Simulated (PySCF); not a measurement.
Write a Python script for PySCF 2.14.0 that does the following.

- Task: atomic charges
- Functional: X3LYP
- Dispersion: D3
- Potentials or basis: def2-svp (all-electron)
- k mesh: 1 × 1 × 1
- Occupations: fixed
- Spin: no spin polarisation
- Exponents discarded below (exp_to_discard): 0 1/bohr^2
- Three-body dispersion term: no
- conv_tol: 1e-07 Ha
- max_cycle: 60
- exxdiv: ewald
- Relativity: none
- Coulomb method: Gaussian density fitting (GDF)
- Grid for exchange and correlation: Becke, atom-centred
- Three-centre integrals: read from an earlier run's file

The structure of SGaH5 lies in GaH5S.xyz:

```xyz
7
Lattice="12.0000000000 0.0000000000 0.0000000000 0.0000000000 13.0000000000 0.0000000000 0.0000000000 0.0000000000 12.0000000000" Properties=species:S:1:pos:R:3 pbc="T T T"
S      4.7981280000      5.3410240000      6.3547920000
Ga     5.7226920000      7.7366380000      6.0970200000
H      5.4615600000      4.8957480000      7.3806840000
H      5.6577240000      4.7261890000      5.4542520000
H      5.1573480000      8.0347670000      4.6588200000
H      4.9722240000      8.3310760000      7.3632120000
H      7.2257040000      7.2802730000      6.2862120000
```

The cell isn't the ideal one: atoms moved at random, drawn with an rms of 0.05 Å.

These files were run (other wordings do the same):

run.py

```python
import json
import numpy as np
from pyscf.pbc import gto, scf, dft, df

cell = gto.Cell()
cell.basis = 'def2-svp'
cell.fromfile('GaH5S.xyz')
cell.exp_to_discard = 0
cell.precision = 1e-08
cell.max_memory = 2520  # MB
cell.verbose = 4
cell.build()

res = {}
from pyscf.dispersion import dftd3
d = dftd3.DFTD3Dispersion(cell, xc='x3lyp', version='d3zero', atm=False).get_dispersion(grad=True)
print('dispersion energy = %.10f' % d['energy'])
res['e_disp'] = float(d['energy'])

kpts = cell.make_kpts([1, 1, 1])
mf = dft.KRKS(cell, kpts, xc='x3lyp', exxdiv='ewald')
mf = mf.density_fit()
mf.with_df._cderi = 'cderi.h5'  # three-centre integrals saved by an earlier run on this cell, basis and mesh
mf.conv_tol = 1e-07
mf.max_cycle = 60

mf.kernel()
res.update(converged=bool(mf.converged), e_tot=mf.e_tot, nelec=cell.nelectron, nao=cell.nao, mesh=list(map(int, cell.mesh)), a=cell.lattice_vectors().tolist(), coords=cell.atom_coords().tolist(),
           mo_energy=[np.real(x).tolist() for x in mf.mo_energy], mo_occ=[np.real(x).tolist() for x in mf.mo_occ])
res.update(kpts=cell.get_scaled_kpts(kpts).tolist())
res['parts'] = {k: float(np.real(v)) for k, v in mf.scf_summary.items() if np.isscalar(v)}
json.dump(res, open('results.json', 'w'))
if not mf.converged:
    raise SystemExit('SCF not converged')

print('levels (eV)')
for i, kp in enumerate(res['kpts'][:40]):
    print('k %7.4f %7.4f %7.4f  ' % tuple(kp), ' '.join('%.3f' % (x * 27.211386) for x in res['mo_energy'][i][:31]))

# Mulliken populations
dm, s = np.asarray(mf.make_rdm1()), np.asarray(mf.get_ovlp())
sites = cell.aoslice_by_atom()[:, 2:]
tot = np.einsum('kij,kji->i', dm, s).real / len(kpts)
res['mulliken'] = [cell.atom_charge(i) - tot[a0:a1].sum() for i, (a0, a1) in enumerate(sites)]
print('Mulliken charges', np.round(res['mulliken'], 5))
res['meta_lowdin'] = mf.mulliken_meta()[1].tolist()
res['done'] = True
json.dump(res, open('results.json', 'w'))
```

Potentials or basis: def2-svp (all-electron).

Command:

```console
$ OMP_NUM_THREADS=2 python -u run.py > log
```

It gave:

```
Gap between the frontier levels : 7.16 eV
Meta-löwdin charges             : S +0.08; Ga -0.03; H +0.10, +0.11, -0.08, -0.09 e
Dispersion energy per atom      : -0.010 eV
```

Caveat: this is a molecule in a periodic box at the Γ point, so its band gap is the HOMO-LUMO gap; the energy listed adds the dispersion energy to the SCF energy of the log; population charges move with the basis; relativity is left out, which matters for the heavier elements; the basis of atomic orbitals isn't converged, which shifts pressures, moduli and gaps.

Wall time 15 s on 2 threads of Intel(R) Xeon(R) Processor @ 2.70GHz (shared host), peak memory 1.9 GiB.
